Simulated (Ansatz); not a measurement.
**AlGaHF (triplet): wave-function methods side by side at a displaced geometry (v2), cc-pVDZ**

One table from this session's results is given with a row withheld; the runs are named, their logs left out.

Method: cc-pVDZ, core rule «outside noble gas», up to 20 orbitals frozen; program: Ansatz 0.2.0, Gaussian basis.

Plan: UHF; CCSD(T) on ROHF; CCSD(T) on UHF; BCCD(T) on ROHF; CISD; CCSDT(Q) on ROHF; CCSDT(Q) on UHF.

27 further runs of the same task are left out: 17 that didn't finish, 10 set aside as unsound or not needed.

### What is computed

The geometry is a PBE0/def2-TZVP stationary point (not a proven minimum) with its atoms shifted at random (size 0.100 Å). No spin-orbit coupling is included. The filled d shell of Ga may be among the frozen orbitals whatever the setting's name suggests; the logs give the count.

4 atoms, charge 0, spin multiplicity 3.

Atoms are counted from 1 here; the program's logs count them from 0.

Bond lengths: Al1–Ga2 2.486 Å, Ga2–F3 1.801 Å, Ga2–H4 1.493 Å. Angles: Al1–Ga2–F3 111.4°, Al1–Ga2–H4 130.5°, F3–Ga2–H4 116.4°.

Set-up of the first run:

in.yaml reads:

```yaml
crystal:
  periodic: [false, false, false]
  atoms:
    - {symbol: Al, position_ang: [0.112906, -0.282238, 2.020691]}
    - {symbol: Ga, position_ang: [-0.051968, 0.374072, -0.371024]}
    - {symbol: F, position_ang: [0.024652, -1.062549, -1.453821]}
    - {symbol: H, position_ang: [0.107761, 1.706942, -1.024046]}
basis:
  gaussian: {orbitals: cc-pVDZ}
magnetization: {spin_polarized: true, initial_magnetization: 2}
hamiltonian: {xc: hf}
output: {orbitals: {seedname: orbitals}}
```

Started as:

```
$ ansatz run in.yaml --threads 1 --pin off --events-out ev --progress --plain --max-ram 2393MiB
```

Steps of the session up to this table: UHF; CCSD(T) on ROHF; CCSD(T) on UHF; BCCD(T) on ROHF; CISD; CCSDT(Q) on ROHF; CCSDT(Q) on UHF.

One of the session's tables, all rows but one given; the rest of the session is left out.

```
   method  from UCCSDT(Q) (kcal/mol)
     ROHF                    +198.11
      UHF                    +196.28
     RMP2                          ?
     UMP2                     +21.08
    RCCSD                      +5.85
    UCCSD                      +5.68
 RCCSD(T)                      +1.38
 UCCSD(T)                      +1.32
  BCCD(T)                      +1.22
   RCCSDT                      +0.56
   UCCSDT                      +0.50
RCCSDT(Q)                      +0.13
UCCSDT(Q)                          0
```

Estimate the missing values for RMP2.

**Answer.** from UCCSDT(Q) (kcal/mol): +21.56. In the column «from UCCSDT(Q) (kcal/mol)» it lies between UMP2 (+21.08) and UHF (+196.28).

Not comparable, so not listed: CISD (they don't share determinant, frozen orbitals or solution with the rows shown, or repeat one).

To keep in mind: Restricted and unrestricted rows rest on different reference determinants; where their highest levels disagree by more than a few hundredths of an eV, they describe different states and don't form one ladder.
